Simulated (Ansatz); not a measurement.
Crystal: LiBe.

```
Be Li
1.0
     2.81115    0.00000    0.00000
     0.00000    2.81115    0.00000
     0.00000    0.00000    2.81115
Be Li
1 1
Direct
  0.50000 0.50000 0.50000
  0.00000 0.00000 0.00000
```

The cell comes from a database or a generator and needn't be the stable form of this composition.

Base run:

| Property | Result |
| --- | --- |
| Program | Ansatz 0.2.0 |
| Functional | PBE |
| Potentials or basis | all-electron LAPW, scalar-relativistic |
| Cutoff | 117 eV (chosen from the basis error) |
| Basis error allowed | 0.001 eV/atom |
| k mesh | 9 × 9 × 9 |
| Occupations | fermi-dirac, width 0.05 eV |
| Spin | no spin polarisation |

Its results: pressure 0.4 GPa.

**Question.** The run is repeated on the same cell with these changes: functional from PBE to RPBE. What comes out?

**Answer.** Pressure 2.2 GPa.

RPBE binds less tightly than PBE, so the same cell stands under more pressure.
